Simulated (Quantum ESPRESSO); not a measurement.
Crystal: BN.

```xyz
4
Lattice="2.5040 0.0000 0.0000 -1.2520 2.1685 0.0000 0.0000 0.0000 6.6600" Properties=species:S:1:pos:R:3 pbc="T T T"
B     0.0000    1.4457    1.6650
B     1.2520    0.7228    4.9950
N     0.0000    1.4457    4.9950
N     1.2520    0.7228    1.6650
```

The cell was built by a generator and needn't be a form met in nature.

- Program: Quantum ESPRESSO 7.5
- Task: phonons
- Functional: LDA
- Potentials or basis: PseudoDojo 0.4.1 SR LDA standard
- Cutoff: 1143 eV
- Density cutoff: 4572 eV
- k mesh: 12 × 12 × 4
- Occupations: fermi-dirac, width 0.05 eV
- Spin: no spin polarisation
- Form of the LDA correlation: PW92
- Mixing beta: 0.5
- Most SCF iterations: 120
- SCF threshold: 8e-10 Ry

The first run showed a gap, so the response started from a second, tighter run with fixed occupations.

Q: Which infrared line is the strongest?

A: The E1u mode at 1353 cm⁻¹, with 110.6 (D/Å)²/amu summed over its components.

Optical modes at Γ, degenerate ones joined, polar ones without the macroscopic field:
```
cm⁻¹  components  symmetry  active in  IR intensity, summed ((D/Å)²/amu)
  45           2       E2g      Raman                               0.00
  92           1       B1g     silent                               0.00
 767           1       A2u         IR                               4.43
 821           1       B1g     silent                               0.00
1353           2       E2g      Raman                               0.00
1353           2       E1u         IR                             110.57
```

Zone-centre frequencies without and with the macroscopic field along z (cm⁻¹):
```csv
,optical modes in rising order
without,45 45 92 767 821 1353 1353 1353 1353
with the field,45 45 92 821 827 1353 1353 1353 1353
```

Caveat: the cell is more than 3 GPa from zero pressure, which shifts response properties; on a mesh that holds Γ this program's dielectric tensor can be off by some percent beyond the error of the mesh.
